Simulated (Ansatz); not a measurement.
Working through a check of forces and pressure against finite differences of GaNi (distorted cell)

Program: Ansatz's Python interface.

The cells in order, each with its output:

```python
import ansatz as az
import numpy as np

vectors0 = np.array([
    [2.886, 0.0, 0.0],
    [0.0, 2.886, 0.0],
    [0.0, 0.0, 2.886],
])
sites = [
    ("Ga", (0.00227, 0.02022, 0.99983), 0.0),
    ("Ni", (0.52443, 0.5079, 0.50061), 1.0),
]


def crystal_on(cell):
    crystal = az.Crystal(lattice=az.Lattice.of(cell))
    for symbol, position, moment in sites:
        crystal = crystal.atom(symbol, position, moment=moment or None)
    return crystal
```

```python
def solve(crystal):
    return (
        crystal.calculation()
        .occupations(az.OccupationsMethod.FERMI_DIRAC, width=0.1)
        .functional("LDA")
        .spin("collinear")
        .basis(540, xc_grid=2)
        .kpoints(7, 7, 7)
        .scf(tolerance=1e-09)
        .forces()
        .stress()
        .run(threads=1)
    ).report
```

```python
centre = solve(crystal_on(vectors0))
start = crystal_on(vectors0)
# move one atom both ways along a Cartesian axis
print(f"force on atom 0 along y: analytic {centre['forces_ev_ang'][0][1]:.4f} eV/A")
for h in (0.005, 0.02):
    shift = np.eye(3)[1] * h @ np.linalg.inv(vectors0)
    plus, minus = (solve(start.move(0, to=np.array(sites[0][1]) + sign * shift))["lagrangian_ev"] for sign in (1, -1))
    print(f"  step {h} A: numerical {-(plus - minus) / (2 * h):.4f} eV/A")
# P = -dF/dV; the difference feels the change of the plane-wave count with the cell
volume = abs(np.linalg.det(vectors0))
larger, smaller = (solve(crystal_on(vectors0 * (1 + sign * 0.005) ** (1 / 3)))["lagrangian_ev"] for sign in (1, -1))
numerical = -(larger - smaller) / (0.01 * volume) * 160.21766
print(f"pressure: analytic {np.trace(centre['stress_gpa']) / 3:.3f}, numerical {numerical:.3f} GPa")
```

    DeckWarning: output.stress: scf.convergence.dr2_threshold = 1e-9 eV is looser than the 2e-10 eV advised for a printed stress (1e-10 eV for each atom of the cell: 2). What an SCF threshold leaves in a [...]
    RunWarning: the starting moments were not kept: the SCF closed with an absolute magnetisation of 5.0e-7 μB, where they sum to 1 μB in size (1 site). That is at most 0.1 of that sum. Measured as dr2_m [...]
    force on atom 0 along y: analytic -0.1563 eV/A
      step 0.005 A: numerical -0.1563 eV/A
      step 0.02 A: numerical -0.1563 eV/A
    pressure: analytic -7.681, numerical -7.673 GPa

Caveats:
- The SCF didn't keep the moments it started from (some shrank, vanished or turned); what is printed is the state reached.
- For a metal this k-point mesh is coarse: on a finer one energies can move by several to tens of meV an atom and pressures by half a GPa or more, differences at one mesh by less.
- Pressure is positive in compression.
- The cell is a database structure, distorted on purpose.
- Warnings are shown shortened and without file and line.
- The central difference errs as the square of the step, so the shorter step is the fairer test; what remains comes from the finite grid and the SCF threshold.
- It ran for 4.4 min on 1 thread of Arm Neoverse V1 (shared host), peak memory 0.6 GiB.
